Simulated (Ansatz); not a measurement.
# Zr2Cu3Sb3 (P4mm) in Ansatz: reference runs

How does Zr2Cu3Sb3 come out in PBE? The cell is run as given and disturbed.

Program: Ansatz 0.2.0. These are calculated values, not measurements. Logs are shortened: lines on timing, memory, paths and dates and some standing lists are left out, and cuts for length are marked.

## (1) Starting point

The structure is tetragonal, space group P4mm (No. 99). The conventional cell has a = 4.270 Å, b = 4.270 Å, c = 8.579 Å, α = 90.00°, β = 90.00°, γ = 90.00°. Sb (site symmetry 4mm) has 4 Cu at 2.64 Å as nearest neighbours. Around Sb (site symmetry 2mm) lie 4 Sb at 3.02 Å and 4 Zr at 3.04 to 3.20 Å and 2 Cu at 3.44 Å. Around Zr (site symmetry 4mm) lie 8 Cu at 2.79 to 3.06 Å and 4 Sb at 3.04 Å. Zr (site symmetry 4mm) is surrounded by 5 Cu at 3.09 to 3.51 Å and 8 Sb at 3.09 to 3.20 Å. Around Cu (site symmetry 4mm) lie 4 Cu at 2.48 Å. Cu (site symmetry 2mm) has 2 Cu at 2.48 Å and 2 Sb at 2.64 Å and 2 Zr at 2.79 Å as nearest neighbours.

The cell comes from a database or a generator and needn't be the stable form of this composition.

## (2) Single point, PBE

Input file input.yaml:

```yaml
crystal:
  lattice:
    - [4.26966, 0.0, 0.0]
    - [0.0, 4.26966, 0.0]
    - [0.0, 0.0, 8.578751]
  atoms:
    - { symbol: Sb, position: [0.0, 0.0, 0.661791] }
    - { symbol: Sb, position: [0.0, 0.5, 0.017827] }
    - { symbol: Sb, position: [0.5, 0.0, 0.017827] }
    - { symbol: Zr, position: [0.0, 0.0, 0.270392] }
    - { symbol: Zr, position: [0.5, 0.5, 0.740648] }
    - { symbol: Cu, position: [0.5, 0.5, 0.331707] }
    - { symbol: Cu, position: [0.0, 0.5, 0.479904] }
    - { symbol: Cu, position: [0.5, 0.0, 0.479904] }
hamiltonian:
  xc: pbe
  pseudopotentials: { kind: paw }
kpoints:
  mp_grid: { grid: [6, 6, 3] }
scf:
  occupations: { method: fermi_dirac, width: 0.05 }
output:
  forces: true
  stress: true
  eigenvalues: true
  write_density: true
  write_potential: true
  elf: true
  volumetric_format: npy
```

Potentials or basis: Ansatz PAW.

Run with:

```
ansatz run input.yaml --threads 4 --pin off --max-ram 10240MiB --backend cpu --events-out ev --progress --plain --runs-dir out
```

Output:

```text
Warning: RAYON_NUM_THREADS=4 ignored (pool sized by the plan → 4); use --threads N
Engine: ansatz 0.2.0, x86_64-unknown-linux-gnu
Pseudopotentials: kind: paw
Pseudopotential: Sb, paw, valence charge 15, recommended cutoff 420 eV (normal), Sb.paw.azcp
Pseudopotential: Zr, paw, valence charge 12, recommended cutoff 420 eV (normal), Zr.paw.azcp
Pseudopotential: Cu, paw, valence charge 19, recommended cutoff 420 eV (normal), Cu.paw.azcp
Functional definition: PBE
  parameter kappa = 0.804
  parameter beta = 0.06672455060314922
  exchange = pbe_x(kappa = kappa, mu = beta*pi^2/3)
  correlation = pbe_c(beta = beta)
Crystal: 8 atoms, lattice volume = 156.391 Å³
Basis set: ecut = 420 eV, 3045 PW (Γ), exchange–correlation on 60×60×120 points (8 copies of the dense FFT grid, shifted against one another)
Bands: 76, of which v1, the nominal top of the filled ones, is band 63 counted from 1 (62 counted from 0)
Symmetry: 8 space group operations
Space group: P4mm (ITA 99), of the structure as read, at distance tolerance 5.4e-5 Å
k-points: 20 of 108 (time reversal used)
Non-local potential: Sb, projectors of the file, l = 0: 2, l = 1: 2, l = 2: 2, l = 3: 2
Non-local potential: Zr, projectors of the file, l = 0: 3, l = 1: 2, l = 2: 2, l = 3: 2
Non-local potential: Cu, projectors of the file, l = 0: 3, l = 1: 2, l = 2: 3, l = 3: 1
PAW form: soft (Blöchl's): semilocal exchange-correlation on the pseudo side does not see the compensation charge
PAW one-centre angular grid: Sb, 590 points (default); XC on 64 Gauss nodes
PAW one-centre angular grid: Zr, 590 points (default); XC on 64 Gauss nodes
PAW one-centre angular grid: Cu, 590 points (default); XC on 64 Gauss nodes
Initial density: superposition of atomic densities (neutral atoms: chi_scale 0, normalization atom), corrected by the library's trained network
Initial wavefunctions: pseudopotential atomic-orbital guess
Functional: x = pbe(κ = 0.804, μ = 0.2195149727645171), c = pbe(β = 0.06672455060314922)
SCF iter   1: F=—  HF=-47698.443212 eV  |F-HF|=—  |Δ(HF+E_count)|=         —  Δρ=5.71e-3  dr2=2.41e-1  ethr=1.77e-3  ⟨swp⟩=6.0  Hψ=5509  notcnv=0
preconditioner: auto → Kerker (q_TF=auto, 2.632 Å⁻¹)  [metal: Δε(μ)=0.005 eV  Ē_g=6.297 eV  σ=0.050 eV  W_gap=0.03  n_scr=46 (ndim 8)  ℏωp=22.2 eV  f_vac=0.000  D(μ)=5.55/eV (n_scr^D=38)]
SCF iter   2: F=—  HF=-47698.430054 eV  |F-HF|=—  |Δ(HF+E_count)|=   1.32e-2  Δρ=2.89e-3  dr2=8.94e-2  ethr=1.91e-4  ⟨swp⟩=1.2  Hψ=1766  notcnv=0  defer=41
SCF iter   3: F=—  HF=-47698.424566 eV  |F-HF|=—  |Δ(HF+E_count)|=   5.49e-3  Δρ=2.44e-3  dr2=8.24e-3  ethr=7.09e-5  ⟨swp⟩=2.0  Hψ=1622  notcnv=0  defer=41
SCF iter   4: F=—  HF=-47698.422957 eV  |F-HF|=—  |Δ(HF+E_count)|=   1.61e-3  Δρ=4.72e-4  dr2=5.49e-4  ethr=6.54e-6  ⟨swp⟩=2.0  Hψ=1897  notcnv=0  defer=41
SCF iter   5: F=—  HF=-47698.422873 eV  |F-HF|=—  |Δ(HF+E_count)|=   8.39e-5  Δρ=1.14e-4  dr2=1.03e-4  ethr=4.36e-7  ⟨swp⟩=2.0  Hψ=2474  notcnv=0  defer=41
SCF iter   6: F=—  HF=-47698.422872 eV  |F-HF|=—  |Δ(HF+E_count)|=   1.10e-6  Δρ=8.11e-5  dr2=1.41e-5  ethr=8.13e-8  ⟨swp⟩=2.2  Hψ=1844  notcnv=0  defer=41
SCF iter   7: F=—  HF=-47698.422853 eV  |F-HF|=—  |Δ(HF+E_count)|=   1.98e-5  Δρ=6.60e-5  dr2=5.31e-6  ethr=1.12e-8  ⟨swp⟩=2.0  Hψ=2681  notcnv=0  defer=44
SCF iter   8: F=—  HF=-47698.422851 eV  |F-HF|=—  |Δ(HF+E_count)|=   1.21e-6  Δρ=1.81e-5  dr2=7.07e-7  ethr=4.21e-9  ⟨swp⟩=2.0  Hψ=2668  notcnv=0  defer=44
SCF iter   9: F=-47698.422851 eV  HF=-47698.422851 eV  |F-HF|=6.58e-8  |Δ(HF+E_count)|=   7.27e-8  Δρ=4.16e-6  dr2=9.08e-8  ethr=7.94e-11  ⟨swp⟩=12.0  Hψ=10744  notcnv=0
SCF 1 converged in 9 iterations: F = -47698.422851 eV  dr2 = 9.08e-8
SCF converged after 9 iterations
Free energy (F): -47698.422851 eV
Harris-Foulkes:  -47698.422851 eV  (|F-HF|=6.58e-8)
Internal energy: -47698.373393 eV  (E = F + TS)
E sigma→0 (E₀):  -47698.398122 eV
Entropy (-TS):   -0.049458 eV (-6.182 meV/atom)
Fermi energy:    14.381215 eV
--- Per-component energies (eV) ---
  E_band       = -1749.726691
  E_kinetic    = 2188.738114
  E_local      = -23168.762846  (includes V_loc(G=0)·N_el)
  E_nonlocal   = 2418.882846
  E_hartree    = 10418.917457
  E_xc         = -1008.893203
  E_vxc        = -1019.766699  (∫ρ·V_xc dr)
  E_paw        = -24626.755376  (= ΣΔE_a)
  E_vpaw       = -3006.679671  (= ΣTr[D̂ρ^β])
  E_aug_tail   = 0.000905  (compensation charges beyond the density's cutoff)
  E_ewald      = -13920.501289
  E_smearing   = -0.049458  (= −TS)
  E_closure    = -0.000000  (closes the sum)
  Σ components = -47698.422851   (vs F -47698.422851, Δ=0.00e0)
--- Forces (eV/Å), atoms counted from 1 ---
  atom   1  Sb     0.00000000     0.00000000     0.01471139
  atom   2  Sb    -0.00000000     0.00000000    -0.11090433
  atom   3  Sb    -0.00000000    -0.00000000    -0.11090433
  atom   4  Zr    -0.00000000    -0.00000000    -0.12565547
  atom   5  Zr     0.00000000     0.00000000     0.41997189
  atom   6  Cu     0.00000000     0.00000000    -0.00139476
  atom   7  Cu     0.00000000     0.00000000    -0.04298037
  atom   8  Cu    -0.00000000    -0.00000000    -0.04298037
  max |Σ_I F_I| component: 1.36e-4 eV/Å
--- Stress (GPa, compression-positive) ---
        0.148368      -0.000000       0.000000
       -0.000000       0.148368      -0.000000
        0.000000      -0.000000       0.266027
  P = ⅓ Tr σ = 0.1876 GPa (1.876 kbar)
--- Band table (eV; the first three rows and the last of 20) ---
  k-point 0: bands = ["-98.6793", "-98.6786", "-98.0493", "-56.0889", "-56.0876", "-56.0709", "-56.0709", "-55.9853", "-55.9853", "-55.4389", "-55.4389", "-55.3850", "-35.5631", "-34.7543", "-15.0285", "-14.9380", "-14.9051", "-14.9051", "-14.9035", "-14.8935", "-14.8889", "-14.8201", "-14.8201", "-14.8160", "-14.7933", "-14.7534", "-14.7534", "-14.7032", "-14.6952", "-13.5828", "-13.5828", "-13.5385", "-12.8386", "-12.7716", "-12.7716", "1.8892", "3.4887", "7.4805", "7.9389", "9.7322", "10.0868", "10.2011", "10.2011", "10.3174", "10.3866", "10.3866", "10.6274", "11.0852", "11.0852", "11.3246", "11.3837", "11.5458", "11.7007", "11.7007", "11.8368", "11.8773", "12.1364", "12.5400", "12.7070", "12.7070", "12.8702", "14.3564", "14.7104", "14.7209", "14.8000", "14.8000", "16.1199", "16.1199", "16.2704", "16.5787", "17.0483", "17.7063", "18.1599", "18.3177", "18.3177", "18.6543"]
  k-point 1: bands = ["-98.6793", "-98.6786", "-98.0493", "-56.0889", "-56.0876", "-56.0709", "-56.0709", "-55.9853", "-55.9853", "-55.4389", "-55.4389", "-55.3850", "-35.5631", "-34.7543", "-15.0285", "-14.9384", "-14.9050", "-14.9050", "-14.9032", "-14.8935", "-14.8889", "-14.8201", "-14.8201", "-14.8160", "-14.7933", "-14.7534", "-14.7534", "-14.7032", "-14.6951", "-13.5828", "-13.5828", "-13.5383", "-12.8388", "-12.7716", "-12.7716", "1.9443", "3.3515", "7.9570", "7.9802", "9.1636", "10.2173", "10.2173", "10.2586", "10.3175", "10.3718", "10.3718", "10.4051", "10.9941", "11.1120", "11.1120", "11.3506", "11.6455", "11.6455", "11.7398", "11.8368", "11.8771", "12.0398", "12.6654", "12.6837", "12.6837", "13.3501", "14.3996", "14.7200", "14.9984", "14.9984", "15.2366", "16.1715", "16.1715", "16.2722", "16.3249", "16.6981", "16.7689", "17.8675", "17.8675", "17.8982", "18.6831"]
  k-point 2: bands = ["-98.6792", "-98.6786", "-98.0493", "-56.0888", "-56.0877", "-56.0709", "-56.0709", "-55.9854", "-55.9852", "-55.4392", "-55.4389", "-55.3849", "-35.5628", "-34.7541", "-15.0078", "-14.9273", "-14.9065", "-14.9061", "-14.9027", "-14.8981", "-14.8880", "-14.8168", "-14.8154", "-14.8075", "-14.8015", "-14.7582", "-14.7578", "-14.7261", "-14.7030", "-13.5906", "-13.5755", "-13.5366", "-12.8361", "-12.7811", "-12.7711", "2.1142", "3.6333", "6.9675", "7.7242", "9.5415", "10.0502", "10.1958", "10.2345", "10.3648", "10.4937", "10.5908", "10.8332", "11.0117", "11.2497", "11.2880", "11.3040", "11.4514", "11.4687", "11.5961", "11.8884", "12.0191", "12.1805", "12.4482", "12.6225", "12.6556", "13.1246", "14.3638", "14.4941", "14.6637", "14.6770", "15.1490", "15.4771", "15.8204", "16.5715", "17.0627", "17.2558", "17.5998", "17.8849", "17.9251", "18.3806", "18.6620"]
  k-point 19: bands = ["-98.6789", "-98.6789", "-98.0494", "-56.0886", "-56.0886", "-56.0746", "-56.0669", "-55.9890", "-55.9804", "-55.4398", "-55.4398", "-55.3840", "-35.5611", "-34.7523", "-14.9213", "-14.9213", "-14.9071", "-14.9071", "-14.8992", "-14.8985", "-14.8796", "-14.8548", "-14.8548", "-14.8326", "-14.8317", "-14.7467", "-14.7423", "-14.7062", "-14.7062", "-13.6117", "-13.6117", "-13.5207", "-12.8176", "-12.8059", "-12.8059", "4.2760", "4.9075", "4.9075", "8.1975", "8.2419", "8.7680", "8.7680", "10.1311", "10.5130", "10.5130", "10.5506", "10.9245", "10.9330", "10.9761", "10.9761", "11.1656", "11.3152", "11.4149", "11.4149", "11.9306", "11.9306", "12.0700", "12.1931", "12.3123", "12.4286", "12.4286", "13.3616", "13.3616", "14.5518", "15.5474", "15.7024", "16.2636", "16.3383", "16.4892", "16.4892", "16.8932", "17.3744", "17.4996", "19.2042", "19.2042", "19.6202"]
```

It took 11 s on 4 threads of AMD EPYC 7R43 (Zen 3), shared host; peak memory 0.71 GiB.

Results:

```yaml
Free_energy: -47698.4229 eV
Pressure: 0.2 GPa
Largest_force: 0.420 eV/Å
Band_gap_on_the_k_mesh: none (metal or under the smearing width)
```

Forces on the atoms (eV/Å):
```
Sb   0.000  0.000  0.015
Sb   0.000  0.000 -0.111
Sb   0.000  0.000 -0.111
Zr   0.000  0.000 -0.126
Zr   0.000  0.000  0.420
Cu   0.000  0.000 -0.001
Cu   0.000  0.000 -0.043
Cu   0.000  0.000 -0.043
```

Spin-orbit coupling is left out, which matters for the levels of Sb.

## (3) Single point, PBE (atoms moved at random, drawn with an rms of 0.05 Å)

Input file input.yaml:

```yaml
crystal:
  lattice:
    - [4.26966, 0.0, 0.0]
    - [0.0, 4.26966, 0.0]
    - [0.0, 0.0, 8.578751]
  atoms:
    - { symbol: Sb, position: [0.000964, -0.003383, 0.660963] }
    - { symbol: Sb, position: [-0.005787, 0.507108, 0.02045] }
    - { symbol: Sb, position: [0.508527, 0.000808, 0.022323] }
    - { symbol: Zr, position: [-0.00153, -0.005397, 0.274772] }
    - { symbol: Zr, position: [0.494945, 0.503067, 0.740119] }
    - { symbol: Cu, position: [0.504729, 0.494391, 0.334316] }
    - { symbol: Cu, position: [-0.008657, 0.495322, 0.480867] }
    - { symbol: Cu, position: [0.514716, -0.002704, 0.486388] }
hamiltonian:
  xc: pbe
  pseudopotentials: { kind: paw }
kpoints:
  mp_grid: { grid: [6, 6, 3] }
scf:
  occupations: { method: fermi_dirac, width: 0.05 }
output:
  forces: true
  stress: true
  eigenvalues: true
```

Potentials or basis: Ansatz PAW.

Run with:

```
ansatz run input.yaml --threads 4 --pin off --max-ram 10240MiB --backend cpu --events-out ev --progress --plain --runs-dir out
```

Output:

```text
Warning: RAYON_NUM_THREADS=4 ignored (pool sized by the plan → 4); use --threads N
[... 78 lines left out ...]
  k-point 2: bands = ["-98.7391", "-98.7115", "-98.0518", "-56.1445", "-56.1358", "-56.1183", "-56.1067", "-56.0439", "-56.0167", "-55.4405", "-55.4394", "-55.3907", "-35.5721", "-34.7407", "-15.0121", "-14.9296", "-14.9108", "-14.9084", "-14.9041", "-14.9033", "-14.8949", "-14.8192", "-14.8162", "-14.8103", "-14.8035", "-14.7595", "-14.7580", "-14.7269", "-14.7040", "-13.5974", "-13.5804", "-13.5491", "-12.8285", "-12.7677", "-12.7592", "2.1271", "3.5674", "6.9933", "7.7364", "9.4782", "9.9964", "10.1145", "10.1944", "10.3148", "10.4721", "10.6041", "10.8060", "10.9793", "11.2108", "11.2660", "11.2920", "11.4071", "11.4633", "11.5811", "11.8846", "11.9839", "12.1703", "12.4335", "12.6267", "12.6497", "13.1338", "14.3315", "14.4941", "14.6874", "14.7268", "15.1531", "15.5002", "15.8308", "16.5686", "17.0720", "17.2914", "17.5539", "17.8196", "17.9725", "18.3607", "18.6791"]
  k-point 55: bands = ["-98.7391", "-98.7115", "-98.0518", "-56.1447", "-56.1362", "-56.1187", "-56.1061", "-56.0443", "-56.0153", "-55.4415", "-55.4399", "-55.3900", "-35.5704", "-34.7389", "-14.9266", "-14.9229", "-14.9116", "-14.9091", "-14.9041", "-14.9000", "-14.8868", "-14.8582", "-14.8561", "-14.8338", "-14.8327", "-14.7478", "-14.7434", "-14.7078", "-14.7066", "-13.6180", "-13.6160", "-13.5342", "-12.8103", "-12.7938", "-12.7922", "4.2284", "4.9082", "4.9289", "8.2185", "8.2643", "8.6893", "8.7031", "10.1050", "10.4801", "10.4984", "10.5408", "10.8825", "10.8920", "10.9088", "10.9494", "11.1083", "11.3028", "11.4160", "11.4252", "11.8814", "11.9055", "12.0533", "12.1588", "12.2925", "12.4064", "12.4347", "13.3546", "13.4062", "14.5482", "15.5561", "15.7208", "16.2739", "16.3539", "16.4184", "16.4290", "16.8989", "17.3921", "17.4732", "19.2469", "19.2779", "19.6408"]
```

It took 21 s on 4 threads of AMD EPYC 7R43 (Zen 3), shared host; peak memory 0.89 GiB.

What came out:

| Property | Result |
| --- | --- |
| Free energy | -47698.3583 eV |
| Pressure | 0.5 GPa |
| Largest force | 0.531 eV/Å |
| Band gap on the k mesh | none (metal or under the smearing width) |

Forces in eV/Å, atoms in the order of the input:
```
Sb   0.226  0.059  0.289
Sb   0.323 -0.280 -0.132
Sb  -0.426  0.152 -0.180
Zr   0.297  0.108 -0.254
Zr   0.021 -0.067  0.526
Cu  -0.286  0.048  0.006
Cu   0.224  0.011  0.009
Cu  -0.379 -0.030 -0.264
```
